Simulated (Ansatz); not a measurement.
# C2H5BSi (SMILES BC=C=[SiH2]): functionals against CCSD(T) at one geometry

One table from this session's results is given with a row withheld; the runs are named, their logs left out.

Program: Ansatz 0.2.0, Gaussian basis. Level of theory: single points in def2-TZVPP. These are calculated values, not measurements.

Cores are frozen in the correlated methods. B3LYP uses VWN-RPA correlation.

## Starting geometry

SMILES `BC=C=[SiH2]`, 9 atoms, charge 0, spin multiplicity 1.

Atoms are counted from 1 here; the program's logs count them from 0.

Bond lengths: B1–C2 1.372 Å, B1–H5 1.176 Å, B1–H6 1.315 Å, C2–C3 1.440 Å, C2–H7 1.164 Å, C3–Si4 1.612 Å, Si4–H8 1.493 Å, Si4–H9 1.564 Å. Angles: C2–B1–H5 119.0°, C2–B1–H6 124.7°, H5–B1–H6 116.2°, B1–C2–C3 122.4°, B1–C2–H7 120.2°, C3–C2–H7 116.4°, C2–C3–Si4 158.8°, C3–Si4–H8 121.6°, C3–Si4–H9 119.9°, H8–Si4–H9 115.5°.

Coordinates:

```
B    -0.0119    1.5730   -0.7826
C     0.4760    0.2999   -0.9349
C     0.1457   -0.7675   -0.0263
Si   -0.3921   -1.4912    1.3098
H     0.2761    2.3933   -1.5744
H    -0.7255    1.9826    0.2432
H     1.0172   -0.0066   -1.9193
H    -1.6808   -2.2457    1.3260
H     0.6035   -1.8349    2.4656
```

Set-up of the first run:

Contents of run/in.yaml:

```yaml
crystal:
  periodic: [false, false, false]
  atoms:
    - {symbol: B, position_ang: [-0.011900, 1.573000, -0.782600]}
    - {symbol: C, position_ang: [0.476000, 0.299900, -0.934900]}
    - {symbol: C, position_ang: [0.145700, -0.767500, -0.026300]}
    - {symbol: Si, position_ang: [-0.392100, -1.491200, 1.309800]}
    - {symbol: H, position_ang: [0.276100, 2.393300, -1.574400]}
    - {symbol: H, position_ang: [-0.725500, 1.982600, 0.243200]}
    - {symbol: H, position_ang: [1.017200, -0.006600, -1.919300]}
    - {symbol: H, position_ang: [-1.680800, -2.245700, 1.326000]}
    - {symbol: H, position_ang: [0.603500, -1.834900, 2.465600]}
basis:
  gaussian: {orbitals: def2-TZVPP}
correlation: {method: ccsd_t}
output: {forces: true}
```

No record of the launch command was kept for these runs.

Among the steps run: CCSD(T)/def2-TZVPP; PBE0-D4/def2-TZVPP; wB97M-V/def2-TZVPP; r2SCAN-D4/def2-TZVPP; PBE-D4/def2-TZVPP; CAM-B3LYP-D4/def2-TZVPP; B3LYP-D4/def2-TZVPP.

One of the session's tables, all rows but one given; the rest of the session is left out.

```
      method  RMS force component (eV/Å)  angle to CCSD(T) forces (°)  dipole (D)
     CCSD(T)                       3.233                    reference        1.88
     PBE0-D4                       3.181                          3.8        2.22
     wB97M-V                           ?                            ?           ?
   r2SCAN-D4                       3.128                          3.0        2.12
      PBE-D4                       3.048                          2.9        2.14
CAM-B3LYP-D4                       3.172                          4.6        2.32
    B3LYP-D4                       3.126                          3.2        2.22
```

Q: Estimate the row for wB97M-V from the others.

As computed: RMS force component (eV/Å): 3.219; angle to CCSD(T) forces (°): 3.7; dipole (D): 2.29. In the column «RMS force component (eV/Å)» it lies between PBE0-D4 (3.181) and CCSD(T) (3.233).
